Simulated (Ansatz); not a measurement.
# C2H7B2FO: small, medium and large basis sets

Aim: see how fast density functionals converge with the basis set for C2H7B2FO.

Program: Ansatz 0.2.0, Gaussian basis. Level of theory: one geometry, several basis sets. These are calculated values, not measurements.

Levels to be run: PBE0-D4/def2-SVP; ωB97M-V/def2-SVP; PBE0-D4/def2-QZVPP; ωB97M-V/def2-QZVPP; the functionals' def2-TZVPP values are taken from earlier runs.

### Step 1. Structure used throughout

All runs share one geometry, relaxed beforehand with PBE0-D4 in a triple-zeta def2 set.

13 atoms, charge 0, spin multiplicity 1.

Atoms are counted from 1 here; the program's logs count them from 0.

Bond lengths: B1–C2 1.648 Å, B1–O5 1.576 Å, B1–H7 1.191 Å, B1–H8 1.192 Å, C2–B3 1.478 Å, C2–F4 1.336 Å, C2–O5 1.447 Å, B3–H9 1.192 Å, B3–H10 1.190 Å, O5–C6 1.436 Å, C6–H11 1.089 Å, C6–H12 1.088 Å, C6–H13 1.088 Å. Angles: C2–B1–O5 53.3°, C2–B1–H7 112.4°, C2–B1–H8 122.5°, O5–B1–H7 110.9°, O5–B1–H8 113.1°, H7–B1–H8 122.9°, B1–C2–B3 96.5°, B1–C2–F4 117.5°, B1–C2–O5 60.8°, B3–C2–F4 127.7°, B3–C2–O5 123.6°, F4–C2–O5 108.0°, C2–B3–H9 116.2°, C2–B3–H10 121.9°, H9–B3–H10 121.7°, B1–O5–C2 65.9°, B1–O5–C6 122.7°, C2–O5–C6 119.3° and more.

### Step 2. PBE0-D4 in def2-SVP

Input file in.yaml:

```yaml
crystal:
  periodic: [false, false, false]
  atoms:
    - {symbol: B, position_ang: [0.025562, -1.010293, -0.887298]}
    - {symbol: C, position_ang: [-0.664131, -0.572949, 0.543626]}
    - {symbol: B, position_ang: [0.544879, -0.754471, 1.374874]}
    - {symbol: F, position_ang: [-1.899815, -1.014213, 0.793324]}
    - {symbol: O, position_ang: [-0.733540, 0.336093, -0.580537]}
    - {symbol: C, position_ang: [-0.062880, 1.603708, -0.501325]}
    - {symbol: H, position_ang: [-0.661765, -1.752714, -1.514800]}
    - {symbol: H, position_ang: [1.184575, -0.851584, -1.115388]}
    - {symbol: H, position_ang: [0.520466, -1.659884, 2.150006]}
    - {symbol: H, position_ang: [1.513308, -0.077846, 1.233280]}
    - {symbol: H, position_ang: [-0.564880, 2.200581, 0.258522]}
    - {symbol: H, position_ang: [-0.168783, 2.056694, -1.485354]}
    - {symbol: H, position_ang: [0.987204, 1.461982, -0.254029]}
basis:
  gaussian: {orbitals: def2-SVP}
hamiltonian: {xc: pbe0, dispersion: d4}
output: {orbitals: {seedname: orbitals}}
```

After this run come: ωB97M-V in def2-SVP; PBE0-D4 in def2-QZVPP; ωB97M-V in def2-QZVPP.

**Question.** What will the summary of the whole plan be? Wanted: PBE0-D4: double and triple zeta above quadruple; ωB97M-V: double and triple zeta above quadruple.

The runs gave:

```
                                       quantity           value
PBE0-D4: double and triple zeta above quadruple  10.02, 0.46 eV
ωB97M-V: double and triple zeta above quadruple  10.37, 0.43 eV
```

What this shows: PBE0-D4 gains 9.57 eV from double to triple zeta, then 0.46 eV more. Total energies overstate the basis error of differences, where much of it tends to cancel. The LUMO of ωB97M-V is positive and keeps falling with the basis (1.69 to 1.06 eV): an unbound level that the basis holds in place.
